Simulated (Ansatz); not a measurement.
# Na (bcc type): how the settings move a single-point run

Question: which choices in the input matter for Na (bcc type)?

Program: Ansatz 0.2.0. Level of theory: reference: DFT, PBEsol, all-electron LAPW, scalar-relativistic. These are calculated values, not measurements.

### Step 1. Starting point

It takes space group Im-3m (No. 229, cubic). The conventional cell has a = 3.072 Å, b = 3.072 Å, c = 3.072 Å, α = 90.00°, β = 90.00°, γ = 90.00°. Around Na (site symmetry m-3m) lie 8 Na at 2.66 Å.

As a file:

```cif
data_structure
_symmetry_space_group_name_H-M 'P 1'
_symmetry_Int_Tables_number 1
_cell_length_a 2.6606
_cell_length_b 2.6606
_cell_length_c 2.6606
_cell_angle_alpha 109.471
_cell_angle_beta 109.471
_cell_angle_gamma 109.471
_cell_volume 14.50
loop_
_atom_site_label
_atom_site_type_symbol
_atom_site_fract_x
_atom_site_fract_y
_atom_site_fract_z
_atom_site_occupancy
Na1 Na 0.00000 0.00000 0.00000 1
```

### Step 2. Baseline

File input.yaml:

```yaml
crystal:
  lattice:
    - [-1.5360877816, 1.5360877816, 1.5360877816]
    - [1.5360877816, -1.5360877816, 1.5360877816]
    - [1.5360877816, 1.5360877816, -1.5360877816]
  atoms:
    - { symbol: Na, position: [0.0, 0.0, 0.0] }
kpoints:
  mp_grid: { grid: [13, 13, 13] }
  band_path:
    path:
      - [0.0, 0.0, 0.0]
      - [0.5, -0.5, 0.5]
      - [0.0, 0.0, 0.5]
      - [0.0, 0.0, 0.0]
      - [0.25, 0.25, 0.25]
      - [0.5, -0.5, 0.5]
      - [0.25, 0.25, 0.25]
      - [0.0, 0.0, 0.5]
    npoints: 8
scf:
  occupations: { method: fermi_dirac, width: 0.05 }
hamiltonian:
  xc: pbesol
  pseudopotentials: { kind: all_electron, lapw: { basis_error: 0.001 } }
output:
  forces: true
  stress: true
  eigenvalues: true
  populations: true
  dos: { projected: true, de: 0.2, e_range: [-14, 8] }
```

Launch:

```console
$ ansatz run input.yaml --threads 1 --pin off --max-ram 2048MiB --backend cpu --events-out ev --progress --plain --runs-dir out
```

### Step 3. Changed: starting moments, lower_state_search standard, dispersion d4, spin_polarized true

input.yaml: that of step 2 with these lines changed.

```diff
@@ -6,3 +6,3 @@
   atoms:
-    - { symbol: Na, position: [0.0, 0.0, 0.0] }
+    - { symbol: Na, position: [0.0, 0.0, 0.0], spin: -1.0 }
 kpoints:
@@ -22,2 +22,3 @@
   occupations: { method: fermi_dirac, width: 0.05 }
+  lower_state_search: standard
 hamiltonian:
@@ -25,2 +26,3 @@
   pseudopotentials: { kind: all_electron, lapw: { basis_error: 0.001 } }
+  dispersion: d4
 output:
@@ -30,2 +32,3 @@
   populations: true
-  dos: { projected: true, de: 0.2, e_range: [-14, 8] }
+magnetization:
+  spin_polarized: true
```

Q: Predict the outcome of this session. Wanted: for each run, ending; energy change; pressure; gap; force.

As calculated:

| run | ending | energy change | pressure (GPa) | gap (eV) | force (eV/Å) | cycles | time |
| --- | --- | --- | --- | --- | --- | --- | --- |
| reference | converged | 0 | 40.5 | 0.00 | 0.00 | 5 | 2.1 s |
| 1: starting moments, lower_state_search standard, dispersion d4, spin_polarized true | converged | -20.3 meV/atom (dispersion and other settings together) | 40.3 | 0.00 | 0.00 | 15 | 6.1 s |

Times don't compare one to one where runs were asked for different outputs or read a saved state (see the inputs); cycles may leave out searches for a lower state.

Residual by cycle in the longest SCF loop of each run; runs are numbered as in the table. The quantity is the density residual dr2, in eV.

| cycle | reference | run 1 |
| --- | --- | --- |
| 1 | 0.00825 | 0.00746 |
| 2 | 0.00185 | 0.00367 |
| 4 | 2.0e-7 | 8.6e-7 |
| 5 | 1.5e-10 | 1.7e-6 |
| 6 | - | 3.1e-7 |
| 7 | - | 1.0e-7 |
| 9 | - | 2.5e-10 |
| 10 | - | 2.4e-10 |
| 11 | - | 1.0e-10 |
| 12 | - | 7.4e-11 |
| 14 | - | 4.6e-14 |
| 15 | - | 3.0e-16 |

The energy moves by -20.3 meV/atom, nearly all of it the dispersion term itself (-20.3 meV/atom); that offset belongs to the model and is no gain or loss of stability. The structure is not at rest: the sound run finds 41 GPa, so these are no properties of the relaxed crystal. 
